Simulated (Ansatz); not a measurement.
**Al3Au: relaxation of cell and atoms with PBEsol**

Al3Au:

```
Au Al
1.0
    -2.02533    2.02533    4.05660
     2.02533   -2.02533    4.05660
     2.02533    2.02533   -4.05660
Au Al
1 3
Cartesian
  0.0000 0.0000 0.0000
  0.0000 0.0000 4.0566
  2.0253 0.0000 2.0283
  0.0000 2.0253 2.0283
```

The cell comes from a database or a generator and needn't be the stable form of this composition.

```yaml
Program: Ansatz 0.2.0
Task: relaxation of cell and atoms
Functional: PBEsol
Potentials_or_basis: Ansatz PAW
Cutoff: "420 eV (not typed: the program's choice for these potentials)"
k_mesh: 9 × 9 × 9
Occupations: fermi-dirac, width 0.05 eV
Spin: no spin polarisation
Target_pressure: 5 GPa
Target_pressure_GPa: 5
```

```json
{
 "Relaxed volume": "15.51 Å³/atom",
 "Relaxed cell": "a = 4.844 Å, b = 4.844 Å, c = 4.844 Å, α = 131.73°, β = 131.73°, γ = 70.66°",
 "Space group after relaxing (to 0.05 Å)": "I4/mmm (No. 139)",
 "Energy change on relaxing (the enthalpy is what falls)": "+6.5 meV/atom",
 "Ionic steps": "7",
 "Pressure after relaxing": "5.0 GPa",
 "Band gap on the k mesh": "none (metal or under the smearing width)"
}
```

Step by step:
```
step  energy change (eV)  largest force (eV/Å)  volume (Å³)
   1              0.0000                0.0000        66.56
   2              0.2366                0.0000        58.34
   3              0.0112                0.0000        62.51
   4              0.0240                0.0000        62.05
   5              0.0253                0.0000        62.05
   6              0.0260                0.0000        62.03
   7              0.0260                0.0000        62.03
```

Final structure:
```yaml
crystal:
  lattice:
    - [-1.98083, 1.98083, 3.95200]
    - [1.98083, -1.98083, 3.95200]
    - [1.98083, 1.98083, -3.95200]
  atoms:
    - { symbol: Au, position: [0.00000, 0.00000, 0.00000] }
    - { symbol: Al, position: [0.50000, 0.50000, 0.00000] }
    - { symbol: Al, position: [0.25000, 0.75000, 0.50000] }
    - { symbol: Al, position: [0.75000, 0.25000, 0.50000] }
```

Levels at points of the mesh, in eV from the Fermi level:
```csv
k point,band 12,band 13,band 14,band 15,band 16,band 17
"(0.00, 0.00, 0.00)",-0.10,-0.10,0.56,0.68,0.91,0.91
```

Run time: 22 s on 2 threads of Arm Neoverse V1, with other jobs on the host, peak memory 0.4 GiB.

Caveat: the plane-wave basis is chosen anew once the cell has moved, so the energies of steps on either side of that aren't comparable; the PAW data sets come from PBE, with cores solved anew for the run's functional, which leaves a small shift of forces and pressure. Spin-orbit coupling is left out, which matters for the levels of Au.
